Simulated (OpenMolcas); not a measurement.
# Ta³⁺ among point charges: CASSCF and CASPT2 levels and susceptibility

Aim: the splitting of the states of Ta³⁺ in the field of 6 point charges, its lowest levels with spin-orbit coupling and its magnetic susceptibility.

Program: OpenMolcas 26.06. Level of theory: state-averaged CASSCF and CASPT2, spin-orbit coupling by RASSI with atomic mean-field integrals. These are calculated values, not measurements, unless marked.

## (1) The atom as given

```
Species                           : Ta³⁺ (tantalum, Z = 73, 70 electrons)
Basis                             : ANO-RCC-VTZP [8s7p5d3f2g1h], 104 functions
Scalar Hamiltonian                : DKH2, point nucleus
Inactive shells                   : 1s 2s 2p 3s 3p 3d 4s 4p 4d 4f 5s 5p
Active space                      : 2 electrons in 5 orbitals (5d)
Some configurations of this space : 5d2
Orbitals                          : optimised for each spin and parity, averaged over all roots
```

The outer shells:

5d2
```
5d [↑ ][↑ ][  ][  ][  ]
```

The ion sits among 6 point charges of -1.7 e arranged as a trigonal antiprism (D3d), 2.21 Å from the ion, with a polar angle of 53.6° against the regular 54.74°.

Each step is its own input file, run in one work folder so that later steps find the files of earlier ones. Labels, J, g values, rates, χT and fits are worked out afterwards by a script from the matrices that RASSI stores. The input lists half of the charges; inversion (Group=XYZ) makes the rest.

## (2) GATEWAY and SEWARD: basis and integrals

The input, a.inp:

```
&GATEWAY
Coord
1

Ta 0.0 0.0 0.0
Basis=ANO-RCC-VTZP
Group=XYZ
NoMove
AngMom=0.0 0.0 0.0
AMFI
XField
3 Angstrom 0
0.000000 1.779751 1.310186 -1.700000
1.541310 -0.889875 1.310186 -1.700000
1.541310 0.889875 -1.310186 -1.700000
&SEWARD
```

Run with:

```bash
$ OMP_NUM_THREADS=1 MOLCAS_MEM=1689 MOLCAS_PROJECT=a pymolcas a.inp > a.log
```

## (3) CASSCF: triplets of even parity, 10 roots

The input, a.inp:

```
&RASSCF
FileOrb=start.orb
Symmetry=1
Spin=3
nActEl=2 0 0
Inactive=15 19
Ras2=5 0
CIRoot=10 10 1
SDav=10
CIMx=300
Iter=120 100
PrWF=0.3
OrbListing=Nothing
MaxOrb=0
>>> COPY $Project.JobIph JOB001
```

start.orb holds the contracted functions of the basis, ordered by shell, or the orbitals of the step before.

## (4) CASSCF: singlets of even parity, 15 roots

The input, a.inp:

```
&RASSCF
FileOrb=start.orb
Symmetry=1
Spin=1
nActEl=2 0 0
Inactive=15 19
Ras2=5 0
CIRoot=15 15 1
SDav=15
CIMx=300
Iter=120 100
PrWF=0.3
OrbListing=Nothing
MaxOrb=0
>>> COPY $Project.JobIph JOB002
```

## (5) State interaction with spin-orbit coupling

The input, a.inp:

```
&RASSI
NrOfJobIphs=2 10 15
1 2 3 4 5 6 7 8 9 10
1 2 3 4 5 6 7 8 9 10 11 12 13 14 15
IphNames
JOB001
JOB002
EJob
SpinOrbit
DIPRint=1.0
SOCoupling=1000.0
Subsets=2
Property=9
'ANGMOM' 1 'ANGMOM' 2 'ANGMOM' 3 'MLTPL  1' 1 'MLTPL  1' 2 'MLTPL  1' 3
'AMFI' 1 'AMFI' 2 'AMFI' 3
SOProperty=3
'ANGMOM' 1 'ANGMOM' 2 'ANGMOM' 3
```

## (6) CASPT2: IPEA 0.25, imaginary shift 0.1 (closed shells correlated: 4f 5s 5p)

The input, a.inp:

```
>>> COPY JOB001 $Project.JobIph
&CASPT2
Multistate=10 1 2 3 4 5 6 7 8 9 10
NoMult
Frozen=14 9
IPEA=0.25
Imaginary=0.1
MaxIter=60
WThr=0.0 0.3 0.05
PrWF=0.5
NoMix
>>> COPY JOB002 $Project.JobIph
&CASPT2
Multistate=15 1 2 3 4 5 6 7 8 9 10 11 12 13 14 15
NoMult
Frozen=14 9
IPEA=0.25
Imaginary=0.1
MaxIter=60
WThr=0.0 0.3 0.05
PrWF=0.5
NoMix
```

(Steps that only read results are left out.)

Q: Predict the outcome of this session. Wanted: spin-free ground state; first state of the same spin within the active space; lowest level; next level.

The runs gave:

```
                                            quantity                                                                           value
                                              method  SS-CASPT2, IPEA 0.25, imaginary shift 0.1 (closed shells correlated: 4f 5s 5p)
                              spin-free ground state                                                 3A2, 1-fold in its orbital part
first state of the same spin within the active space                                                                  3E at 352 cm⁻¹
                                        lowest level                                                  2-fold E, g = 0.00, 0.00, 0.07
                                          next level                                                                      405.0 cm⁻¹
                                         χT at 300 K                                                                  0.08 cm³ K/mol
                           effective moment at 300 K                                                                         0.78 μB
```

Cost by method:

```
                                                 method  time of its own steps  time with the reference
                                              A. CASSCF                   10 s                     10 s
B. SS-CASPT2, IPEA 0.25, imaginary shift 0.1, +4f 5s 5p                   13 s                     23 s
```

Times are of one thread on a shared host.

What this shows: The spin-free ground state (3A2) comes to 91 % from free-ion F terms and keeps the highest spin of the shell. χT at 300 K is 0.08, against 1.00 cm³ K/mol for the spin alone, so spin-orbit coupling lowers it. CASPT2 does not keep the components of a term degenerate, and the means are used. The field of point charges can differ much from that of real complexes. This is an electrostatic model: the charges have no orbitals.
